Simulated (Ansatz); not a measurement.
# AlF2H5Si: the cost of one run

The runs use Ansatz 0.2.0, Gaussian basis; PBE0-D4, def2-SVP first, then def2-TZVP.

152 further runs of the same task are left out: 152 set aside as unsound or not needed. Runs told in other sessions of the task aren't counted.

**1. Where the work starts**

The guess: 9 atoms, charge 0, spin multiplicity 1.

Atoms are counted from 1 here; the program's logs count them from 0.

Bond lengths: Al1–H2 1.748 Å, Al1–F3 1.660 Å, Al1–F4 1.659 Å, Al1–Si6 2.412 Å, Si6–H8 1.476 Å, Si6–H9 1.476 Å. Angles: H2–Al1–F3 103.9°, H2–Al1–F4 104.1°, H2–Al1–Si6 96.8°, F3–Al1–F4 116.4°, F3–Al1–Si6 115.8°, F4–Al1–Si6 115.9°, Al1–Si6–H8 129.4°, Al1–Si6–H9 129.5°, H8–Si6–H9 99.6°.

Coordinates:

```csv
atom,x (Å),y (Å),z (Å)
Al1,-1.2247,-0.0668,-0.0893
H2,-0.8410,-0.5713,1.5396
F3,-1.9602,-1.3971,-0.7552
F4,-2.1761,1.2769,0.1183
H5,0.2352,-0.4992,1.5707
Si6,1.0427,0.3469,-0.8012
H7,1.1861,-0.1957,0.8726
H8,1.7852,1.6205,-0.8741
H9,1.9527,-0.5141,-1.5813
```

Distances that are to change: Al1–Si6 2.41 Å, H2–H5 1.08 Å, Al1–H2 1.75 Å, H5–Si6 2.64 Å.

**2. Constrained relaxation of the guess**

File hold/in.yaml:

```yaml
crystal:
  periodic: [false, false, false]
  atoms:
    - {symbol: Al, position_ang: [-1.224700, -0.066800, -0.089300]}
    - {symbol: H, position_ang: [-0.841000, -0.571300, 1.539600]}
    - {symbol: F, position_ang: [-1.960200, -1.397100, -0.755200]}
    - {symbol: F, position_ang: [-2.176100, 1.276900, 0.118300]}
    - {symbol: H, position_ang: [0.235200, -0.499200, 1.570700]}
    - {symbol: Si, position_ang: [1.042700, 0.346900, -0.801200]}
    - {symbol: H, position_ang: [1.186100, -0.195700, 0.872600]}
    - {symbol: H, position_ang: [1.785200, 1.620500, -0.874100]}
    - {symbol: H, position_ang: [1.952700, -0.514100, -1.581300]}
basis:
  gaussian: {orbitals: def2-SVP}
hamiltonian: {xc: pbe0, dispersion: d4}
relax: {f_tol: 0.04, max_steps: 150, escape_saddle: false, constraints: [{distance: [0, 5]}, {distance: [1, 4]}, {distance: [0, 1]}, {distance: [4, 5]}]}
```

Started as:

```bash
$ ansatz run in.yaml --threads 4 --pin off --events-out ev --progress --plain --max-ram 9574MiB
```

**Question.** How long does this run take on 4 threads of Arm Neoverse V2, shared host?

About 11 s.
